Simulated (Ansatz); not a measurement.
Write a Python script for Ansatz 0.2.0 through its Python package that makes the interaction energy of a dimer with the counterpoise correction of Cl2Si, SMILES Cl[Si]Cl. Settings (for the species named): PBE0, def2-SVPD basis, multiplicity 1.

```yaml
atoms:
  - { symbol: Cl, position_ang: [0.2102, 1.7581, 0.3094] }
  - { symbol: Si, position_ang: [-0.6205, -0.0084, -0.3401] }
  - { symbol: Cl, position_ang: [0.4104, -1.7496, 0.0307] }
```

Script `cl2si.py`:
```python
'''Interaction energy of two Cl2Si molecules, with the counterpoise correction.'''

import ansatz as az
import numpy as np

FIRST = [
    ('Cl', (0.2102, 1.7581, 0.3094)),
    ('Si', (-0.6205, -0.0084, -0.3401)),
    ('Cl', (0.4104, -1.7496, 0.0307)),
]
SECOND = [
    ('Cl', (5.2267, -4.0412, 1.1064)),
    ('Si', (4.4364, -2.322, 1.9139)),
    ('Cl', (2.4347, -2.314, 2.3883)),
]

def energy(atoms, ghosts=()):
    molecule = az.Crystal.molecule()
    for symbol, xyz in atoms:
        molecule = molecule.atom(symbol, xyz)
    calc = (
        molecule.calculation()
        .basis(gaussian='def2-SVPD')
        .functional('PBE0')  # level of theory
    )
    deck = calc.input()
    if ghosts:
        deck = deck.set(az.key.basis.gaussian.ghost_atoms, [{'symbol': s, 'position_ang': list(xyz)} for s, xyz in ghosts])
    return az.Session.from_dict(deck).plan().execute().report['free_energy_ev']

# monomers in their own basis and in the basis of the dimer
direction = np.array([0.7638, -0.5478, 0.3415])
print('shift (A)   counterpoise-corrected interaction (eV)')
for shift in (-0.3, 0.0, 0.4, 1.0, 2.0):
    moved = [(s, tuple(np.round(np.array(xyz) + shift * direction, 4))) for s, xyz in SECOND]
    gain = energy(FIRST + moved) - energy(FIRST, moved) - energy(moved, FIRST)
    print(f'{shift:8.2f} {gain:14.3f}')
```

Running `python cl2si.py` prints:
```text
shift (A)   counterpoise-corrected interaction (eV)
   -0.30          0.250
    0.00          0.097
    0.40          0.022
    1.00         -0.005
    2.00         -0.004
```

Notes:
- These settings explore the input space; basis and method may be short of convergence.
- The dimer is a generated trial pose of unrelaxed monomers, not a minimum, so the figure is no binding energy, and the basis set is small.
- This level lacks the dispersion part of the attraction (electrostatics and induction are there), which can decide the sign where the interaction is weak.
- Timing: 86 s on 1 thread of Arm Neoverse V2 (shared host), peak memory 0.5 GiB.

(Lines on the test bed's own set-up are left out of the output.)
